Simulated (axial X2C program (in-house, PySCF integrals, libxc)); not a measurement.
# CdF: bond curves with and without spin–orbit coupling

Aim: find the lowest determinant of CdF, scan the bond at several levels and fit the constants, once spin-free and once with spin–orbit coupling.

Program: an in-house X2C program for linear molecules on PySCF integrals. Level of theory: all-electron X2C, Cd dyall-v2z, F dyall-v2z. These are calculated values, not measurements.

### Step 1. Set-up

File task.json:

```json
{"zs": [48, 9], "q": 0, "bas": ["dyall-v2z", "dyall-v2z"], "levels": ["PBE0", "HF", "LDA", "TPSSh"], "cc": false, "r0": 2.0, "npts": 10, "nst": 2, "ntry": 6}
```

Keys: zs atomic numbers; q charge; bas basis sets; levels methods (HF also brings MP2); cc coupled cluster on or off; r0 starting distance in Å; npts points asked for on the curve; nst determinants followed; ntry starts of the search.

Command:

```
> python so2c.py task.json out
```

Spin-free means the one-electron spin-free X2C Hamiltonian; two-component (2c) means X2C with spin–orbit coupling and atomic mean-field two-electron Coulomb and Gaunt terms. Basis: Cd dyall-v2z contracted to [9s10p7d2f], F dyall-v2z contracted to [5s4p1d]; Gaussian nuclei, density fitting. Masses: Cd 113.903 u, F 18.998 u.

Notation: σ, π±, δ± give the projection m of an orbital's angular momentum (0, ±1, ±2), α and β its spin, Λ and M_S the sums; ω is the projection of a spinor's total angular momentum and Ω the sum. Logs are in hartree.

Further steps of the session: PBE0, spin-free; HF, spin-free; LDA, spin-free; TPSSh, spin-free; PBE0, 2c; HF, 2c; LDA, 2c; TPSSh, 2c.

Q: Predict the outcome of this session. Wanted: for each run, Hamiltonian; Re; ωe; De; μ.

As calculated:

Lowest determinant that the search found at its distance (another Ω component may lie lower), spin-free: M_S = 1/2, Λ = 0 (beyond closed shells: σα).

Lowest determinant that the search found at its distance (another Ω component may lie lower), 2c: Ω = 1/2 (excess of +ω over −ω: ω = 1/2).

```csv
Hamiltonian,level,Re (Å),ωe (cm⁻¹),De (eV),μ (D)
spin-free,PBE0,1.999,511,2.48,-3.70
spin-free,HF,1.994,543,1.53,-4.15
spin-free,MP2,1.988,541,2.31,n/a
spin-free,LDA,1.979,518,3.31,-3.28
spin-free,TPSSh,2.008,500,2.59,-3.57
2c,PBE0,2.000,511,2.48,-3.70
2c,HF,1.994,543,1.51,-4.15
2c,MP2,1.989,541,2.29,n/a
2c,LDA,1.979,518,3.30,-3.28
2c,TPSSh,2.008,500,2.59,-3.57
```

Dipoles are positive if F is the positive end.

What this shows: At MP2, going from spin-free to two-component changes Re by +1 mÅ, ωe by 0.0 %; the spin-free picture holds up (part of it comes from the scalar share of the two-electron terms). De moves by -0.01 eV; both De rest on single-determinant atoms, which can miss part of an open shell's spin–orbit lowering.

De refers to Cd + F, the ground-state fragments, which need not be this curve's own limit. Each curve is one determinant whose occupation by symmetry is held fixed; it was picked as the lowest of a PBE0 search that is not exhaustive. Dissociation energies refer to the lowest single-determinant-based atoms at the same level and basis. Density functionals use the spin component along the axis (collinear). The meta-GGAs lack a current-density term, which matters for open shells with orbital currents, atoms included.
